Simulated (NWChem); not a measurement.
# ClH2Sn (SMILES [Cl][SnH2]): an attempt with NWChem

Wanted: a single-point energy of ClH2Sn.

Program for the calculation: NWChem 7.3.0.

## (1) The system as given

ClH2Sn: 4 atoms, total charge 0, spin state doublet. As SMILES, `[Cl][SnH2]`. Geometry: relaxed at PBE0-D4/def2-TZVP.

Bond lengths: Cl1–Sn2 2.343 Å, Sn2–H3 1.723 Å, Sn2–H4 1.723 Å. Angles: Cl1–Sn2–H3 105.0°, Cl1–Sn2–H4 105.0°, H3–Sn2–H4 111.9°.

## (2) The job

Contents of nw.nw:

```
start nw
title "ClH2Sn"
memory stack 880 mb heap 220 mb global 1100 mb
geometry noautoz
 Cl      -1.882600       0.398400      -0.585000
 Sn       0.380000      -0.179600      -0.397100
 H        0.412500      -1.500000       0.709600
 H        1.145500       1.221000       0.252100
end
basis cartesian
 Cl library 6-31G*
 Sn library "lanl2dz ecp"
 H library 6-31G*
end
scf
 doublet
 rohf
 thresh 1e-07
 maxiter 50
 print low
end
tce
 scf
 ccsd
 freeze core 5
 maxiter 100
end
task tce energy
```

Started as:

```sh
$ nwchem nw.nw > nw.out
```

The program printed:

```text
Northwest Computational Chemistry Package (NWChem) 7.3.0
             --------------------------------------------------------

           Job information
           ---------------

    nwchem branch   = 7.3.0
    use scalapack   = T
    input           = nw.nw
    prefix          = nw.
    data base       = ./nw.db
    status          = startup
    nproc           =        1

           Memory information
           ------------------

    heap     =     28835836 doubles =      220.0 Mbytes
    stack    =    115343361 doubles =      880.0 Mbytes
    global   =    144179200 doubles =     1100.0 Mbytes (distinct from heap & stack)
    total    =    288358397 doubles =     2200.0 Mbytes
    verify   = yes
    hardfail = no

           Directory information
           ---------------------

  0 permanent = .
  0 scratch   = .

                                NWChem Input Module
                                -------------------

                                      ClH2Sn
                                      ------

 Scaling coordinates for geometry "geometry" by  1.889725989
 (inverse scale =  0.529177249)

 CS  symmetry detected

                             Geometry "geometry" -> ""
                             -------------------------

 Output coordinates in angstroms (scale by  1.889725989 to convert to a.u.)

[... 16 lines left out ...]
            Nuclear Dipole moment (a.u.)
[... 62 lines left out ...]
                                 NWChem SCF Module
                                 -----------------

                                      ClH2Sn

  ao basis        = "ao basis"
  functions       =    31
  atoms           =     4
  closed shells   =    34
  open shells     =     1
  charge          =   0.00
  wavefunction    = ROHF
  input vectors   = atomic
  output vectors  = ./nw.movecs
  use symmetry    = T
  symmetry adapt  = T

 Forming initial guess at       0.0s

      charge =      50.0 Sn (Tin)

      symmetry species            s     p     d     f
      number of basis functions = 3     3     0
      number of cont. functions = 2     2     0
      number of closed shells   = 5     3     2
      number of open shells     = 0     1     0
      open shell occupation     = 0     2     0
 ------------------------------------------------------------------------
 atomscf:atomd: error in atom scf                   0
 ------------------------------------------------------------------------
 ------------------------------------------------------------------------
  current input line :
    28: task tce energy
 ------------------------------------------------------------------------
 ------------------------------------------------------------------------
 This error has not yet been assigned to a category
 ------------------------------------------------------------------------

0:atomscf:atomd: error in atom scf:Received an Error in Communication
  Errorcode: -1
```

It took 0.52 s on 1 thread of INTEL XEON PLATINUM 8581C at 2.30GHz (Emerald Rapids), shared host; peak memory 0.098 GiB.

## (3) Diagnosis

The job stopped with an error part of the way.

The log says `atomscf:atomd: error in atom scf                   0`. The cause is that the core potential that belongs to the basis is left out.
